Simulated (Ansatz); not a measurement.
**TiS (quintet): the correlation ladder, def2-TZVPP**

One table from this session's results is given with a row withheld; the runs are named, their logs left out.

The runs use Ansatz 0.2.0, Gaussian basis; def2-TZVPP, core rule «outside noble gas», up to 14 orbitals frozen.

Plan: UHF; CCSD(T) on ROHF; CCSD(T) on UHF; CCSDT(Q) on ROHF; CCSDT(Q) on UHF.

16 further runs of the same task are left out: 10 for a known fault of the program, 6 set aside as unsound or not needed.

### The geometry

The geometry is a PBE0/def2-TZVP stationary point (not a proven minimum) of the parent state, kept for this charge and spin.

2 atoms, charge 0, spin multiplicity 5.

Atoms are counted from 1 here; the program's logs count them from 0.

Bond lengths: Ti1–S2 2.066 Å.

Set-up of the first run:

in.yaml

```yaml
crystal:
  periodic: [false, false, false]
  atoms:
    - {symbol: Ti, position_ang: [0.000000, 0.000000, 0.000000]}
    - {symbol: S, position_ang: [0.000000, 0.000000, 2.066400]}
basis:
  gaussian: {orbitals: def2-TZVPP}
magnetization: {spin_polarized: true, initial_magnetization: 4}
hamiltonian: {xc: hf}
output: {orbitals: {seedname: orbitals}}
```

Command:

```console
$ ansatz run in.yaml --threads 1 --pin off --events-out ev --progress --plain --max-ram 2816MiB --backend cpu
```

Steps of the session up to this table: UHF; CCSD(T) on ROHF; CCSD(T) on UHF; CCSDT(Q) on ROHF; CCSDT(Q) on UHF.

One of the session's tables, all rows but one given; the rest of the session is left out.

It belongs to the step «Misses and costs». 

```
   method  from RCCSDT(Q) (meV)
     ROHF               +6480.7
      UHF                     ?
     RMP2               +1201.0
     UMP2               +1133.6
    RCCSD                +403.2
    UCCSD                +312.2
 RCCSD(T)                 +96.7
 UCCSD(T)                 +14.7
   RCCSDT                 +28.8
   UCCSDT                 -41.8
RCCSDT(Q)                     0
UCCSDT(Q)                 -65.3
```

**Question.** Estimate the row for UHF.

As computed: from RCCSDT(Q) (meV): +6232.7. In the column «from RCCSDT(Q) (meV)» it lies between RMP2 (+1201.0) and ROHF (+6480.7).

Caveats from the session: Restricted and unrestricted rows rest on different reference determinants; where their highest levels disagree by more than a few hundredths of an eV, they describe different states and don't form one ladder.
